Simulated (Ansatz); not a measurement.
# LaMgGa: the cost of one run

Method: reference: DFT r2SCAN, plane waves, PAW, scalar-relativistic, no spin polarisation, in Ansatz 0.2.0.

1 further run of the same task is left out (it didn't finish).

### Step 1. The starting structure

The structure is hexagonal, space group P-62m (No. 189). Conventional cell: a = 7.687 Å, b = 7.687 Å, c = 4.648 Å, α = 90.00°, β = 90.00°, γ = 120.00°. Around Ga (site symmetry -6) lie 3 Mg at 2.98 Å and 6 La at 3.27 Å. Around Ga (site symmetry -62m) lie 6 Mg at 2.97 Å and 3 La at 3.24 Å. Around Mg (site symmetry m2m) lie 4 Ga at 2.97 to 2.98 Å and 2 Mg at 3.22 Å. La (site symmetry m2m) is surrounded by 5 Ga at 3.24 to 3.27 Å and 6 Mg at 3.48 to 3.65 Å.

Structure file:

```xyz
9
Lattice="7.6873 0.0000 0.0000 -3.8437 6.6574 0.0000 0.0000 0.0000 4.6476" Properties=species:S:1:pos:R:3 pbc="T T T"
Ga   -0.0004    4.4385    2.3238
Ga    3.8441    2.2189    2.3238
Ga    0.0000    0.0000    0.0000
Mg    1.8565    0.0000    2.3238
Mg    2.9154    5.0497    2.3238
Mg   -0.9282    1.6078    2.3238
La    4.4455    0.0000    0.0000
La    1.6209    2.8075    0.0000
La   -2.2228    3.8499    0.0000
```

### Step 2. The reference run

File input.yaml:

```yaml
crystal:
  lattice:
    - [7.68734722, 0.0, 0.0]
    - [-3.84367361, 6.65744292, 0.0]
    - [0.0, 0.0, 4.64759903]
  atoms:
    - { symbol: Ga, position: [0.3333, 0.6667, 0.5] }
    - { symbol: Ga, position: [0.6667, 0.3333, 0.5] }
    - { symbol: Ga, position: [0.0, 0.0, 0.0] }
    - { symbol: Mg, position: [0.2415, 0.0, 0.5] }
    - { symbol: Mg, position: [0.7585, 0.7585, 0.5] }
    - { symbol: Mg, position: [0.0, 0.2415, 0.5] }
    - { symbol: La, position: [0.57829, 0.0, 0.0] }
    - { symbol: La, position: [0.42171, 0.42171, 0.0] }
    - { symbol: La, position: [0.0, 0.57829, 0.0] }
  symmetry: { tolerance: 0.0003 }
kpoints:
  mp_grid: { grid: [3, 3, 4], shift: [0, 0, 0] }
magnetization:
  spin_polarized: false
scf:
  occupations: { method: fermi_dirac, width: 0.0377 }
hamiltonian:
  pseudopotentials: { kind: paw }
  xc: r2scan
basis:
  ecutwfc: 500
output:
  forces: true
  stress: true
  eigenvalues: true
```

On the command line:

```sh
> ansatz run input.yaml --threads 1 --pin off --max-ram 2560MiB --backend cpu --events-out ev --progress --plain --runs-dir out
```

What time and memory should one allow on 1 thread of AMD EPYC 7R43 (Zen 3), shared host?

About 58 s, with a peak of 1.1 GiB.
